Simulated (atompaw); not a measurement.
**Si: generating and testing a PAW (atompaw) potential**

Task: generate the file, and judge it by its logarithmic derivatives, its ghosts and its cutoff.

Program: atompaw 4.2.0.5. Reference atom: PBE, scalar-relativistic, spherical and spin-unpolarised. All values are calculated.

**1. The atom and the settings**

The settings as typed:

```
element                 : silicon (Si, Z = 14)
type                    : PAW
frozen core             : [Ne]
valence charge          : 4
reference configuration : 3s2 3p2
partial waves           : 3s (bound): rc 1.85 bohr; 3s channel at 1.15 Ry: rc 1.85 bohr; 3p (bound): rc 2.50 bohr; 3p channel at 0.85 Ry: rc 2.50 bohr; 3d channel at 0.25 Ry: rc 2.50 bohr; 3d channel at 1.65 Ry: rc 2.50 bohr
local potential         : troulliermartins scheme with l = 3 at 0.5 Ry, radius 1.80 bohr
core correction         : smooth core density matched at 2.15 bohr
augmentation charge     : sinc compensation charge, radius 2.45 bohr; PAW radius 2.50 bohr; waves and projectors: custom polynom vanderbiltortho
```

**2. Generating the potential**

Si.input

```
Si 14
GGA-PBE scalarrelativistic loggrid 1500 logderivrange -3 5 201
3 3 0 0 0 0
3 1 2
0 0 0
c
c
v
c
v
2
2.50 2.45 1.80 2.15
y
1.15
n
y
0.85
n
y
0.25
y
1.65
n
custom polynom vanderbiltortho sinc
3 0.5 troulliermartins
1.85
1.85
2.50
2.50
2.50
2.50
PWSCFOUT
UPFDX 0.0125d0 UPFXMIN -7.d0 UPFZMESH 14.d0
END
```

On the command line:

```console
$ atompaw < Si.input > Si.log
```

**Question.** What will these runs give? Wanted: cutoffs for 10 and 1 mRy, occupied levels; bound ghosts; largest phase difference near zero energy, channels read; lowest eigenvalue of the overlap; share of valence orbitals outside the PAW sphere; UPF file.

The runs gave:

| quantity | value |
| --- | --- |
| cutoffs for 10 and 1 mRy, occupied levels | 8 Ry and 21 Ry |
| bound ghosts | s at -163.42 eV |
| largest phase difference near zero energy, channels read | 0.000 rad |
| lowest eigenvalue of the overlap (Bessel basis) | 0.073 (s) |
| share of valence orbitals outside the PAW sphere | 3s 30 %, 3p 53 % |
| UPF file | written |

What this shows: It has a bound ghost (s), a state that the atom doesn't have, and that rules the file out. By its cutoff, 8 Ry for the looser tolerance, it is soft on the atom at that tolerance. The tighter tolerance needs 21 Ry, and converged work needs a cutoff nearer that. The slowest occupied level is 3s: taken alone it needs 21 Ry to come within 1 mRy, against 8 Ry for 3p. Near zero energy the phases of the channels with partial waves agree within 0.001 rad. All of this concerns the isolated atom, not yet a solid.
